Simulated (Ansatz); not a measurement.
# CH7OSi2 radical: up Jacob's ladder to CCSD(T)

The task here is to estimate one member of a computed series from the others.

Method: functionals in def2-TZVPP, the program's frozen cores in correlated methods; program: Ansatz 0.2.0, Gaussian basis.

The runs, in order: LDA (SPW92), PBE-D4, revPBE-D4, BLYP-D4, r2SCAN-D4, B97M-V, PBE0-D4, B3LYP-D4, r2SCANh-D4, r2SCAN0-D4, HSE06-D4, BHLYP-D4, CAM-B3LYP-D4, LC-ωPBE, ωB97X-V, ωB97M-V, B2PLYP, PBE-QIDH; CCSD(T)/def2-SVP; CCSD(T)/def2-TZVPP; MP2/def2-QZVPP; extrapolation to the limit; RPA on PBE.

## The geometry

The geometry comes from an earlier relaxation with PBE0-D4 in a triple-zeta def2 set; it is a stationary point, not always the lowest conformer.

SMILES `O[SiH2]C[SiH2]`, 11 atoms, charge 0, spin multiplicity 2.

Atoms are counted from 1 here; the program's logs count them from 0.

Bond lengths: O1–Si2 1.650 Å, O1–H5 0.958 Å, Si2–C3 1.866 Å, Si2–H6 1.483 Å, Si2–H7 1.490 Å, C3–Si4 1.877 Å, C3–H8 1.097 Å, C3–H9 1.095 Å, Si4–H10 1.490 Å, Si4–H11 1.489 Å. Angles: Si2–O1–H5 117.9°, O1–Si2–C3 113.1°, O1–Si2–H6 105.0°, O1–Si2–H7 110.7°, C3–Si2–H6 110.0°, C3–Si2–H7 108.1°, H6–Si2–H7 109.9°, Si2–C3–Si4 112.8°, Si2–C3–H8 109.3°, Si2–C3–H9 109.6°, Si4–C3–H8 108.7°, Si4–C3–H9 108.5°, H8–C3–H9 107.8°, C3–Si4–H10 112.5°, C3–Si4–H11 111.3°, H10–Si4–H11 110.0°.

Set-up of the first run:

The input, in.yaml:

```yaml
crystal:
  periodic: [false, false, false]
  atoms:
    - {symbol: O, position_ang: [-1.178701, 2.196036, 0.423555]}
    - {symbol: Si, position_ang: [0.109372, 1.169849, 0.327437]}
    - {symbol: C, position_ang: [-0.340955, -0.508743, -0.353180]}
    - {symbol: Si, position_ang: [1.035658, -1.768623, -0.153704]}
    - {symbol: H, position_ang: [-1.551114, 2.526134, -0.394527]}
    - {symbol: H, position_ang: [0.599523, 1.036558, 1.720324]}
    - {symbol: H, position_ang: [1.179337, 1.746663, -0.534183]}
    - {symbol: H, position_ang: [-1.235920, -0.880712, 0.160444]}
    - {symbol: H, position_ang: [-0.578709, -0.420871, -1.418403]}
    - {symbol: H, position_ang: [0.845944, -2.962887, -1.023721]}
    - {symbol: H, position_ang: [1.181066, -2.190404, 1.266556]}
basis:
  gaussian: {orbitals: def2-TZVPP}
magnetization: {spin_polarized: true, initial_magnetization: 1}
hamiltonian: {xc: lda}
output: {orbitals: {seedname: orbitals}}
```

Run with:

```bash
$ ansatz run in.yaml --threads 4 --pin off --events-out ev --progress --plain --max-ram 10444MiB
```

Steps of the session up to this table: LDA; PBE-D4 (GGA); revPBE-D4 (GGA); BLYP-D4 (GGA); r2SCAN-D4 (meta-GGA); B97M-V (meta-GGA); B3LYP-D4 (hybrid); r2SCANh-D4 (hybrid); r2SCAN0-D4 (hybrid); HSE06-D4 (hybrid); BHLYP-D4 (hybrid); CAM-B3LYP-D4 (range-separated); LC-ωPBE (range-separated); ωB97X-V (range-separated); ωB97M-V (range-separated); B2PLYP (double hybrid); PBE-QIDH (double hybrid).

One table of the session follows, with a row left open; its other results are not shown here.

It belongs to the step «Orbital energies across the functionals». 

| functional | HOMO (eV) | LUMO (eV) | gap (eV) |
| --- | --- | --- | --- |
| LDA (SPW92) | -4.87 | -3.61 | 1.26 |
| PBE-D4 | -4.91 | -3.15 | 1.76 |
| revPBE-D4 | -4.89 | -2.98 | 1.91 |
| BLYP-D4 | -4.68 | -3.17 | 1.51 |
| r2SCAN-D4 | -5.25 | -2.67 | 2.58 |
| B97M-V | -4.97 | -3.44 | 1.53 |
| PBE0-D4 | -6.00 | -2.22 | 3.79 |
| B3LYP-D4 | -5.71 | -2.62 | 3.10 |
| r2SCANh-D4 | -5.65 | -2.37 | 3.27 |
| r2SCAN0-D4 | -6.25 | -1.94 | 4.31 |
| HSE06-D4 | ? | ? | ? |
| BHLYP-D4 | -6.89 | -1.44 | 5.45 |
| CAM-B3LYP-D4 | -7.19 | -1.35 | 5.84 |
| LC-ωPBE | -8.65 | 0.09 | 8.74 |
| ωB97X-V | -8.12 | -0.50 | 7.62 |
| ωB97M-V | -7.75 | -0.65 | 7.10 |

**Question.** Estimate the row for HSE06-D4.

**Answer.** HOMO (eV): -5.60; LUMO (eV): -2.60; gap (eV): 3.00. In the column «HOMO (eV)» it lies between r2SCANh-D4 (-5.65) and r2SCAN-D4 (-5.25).
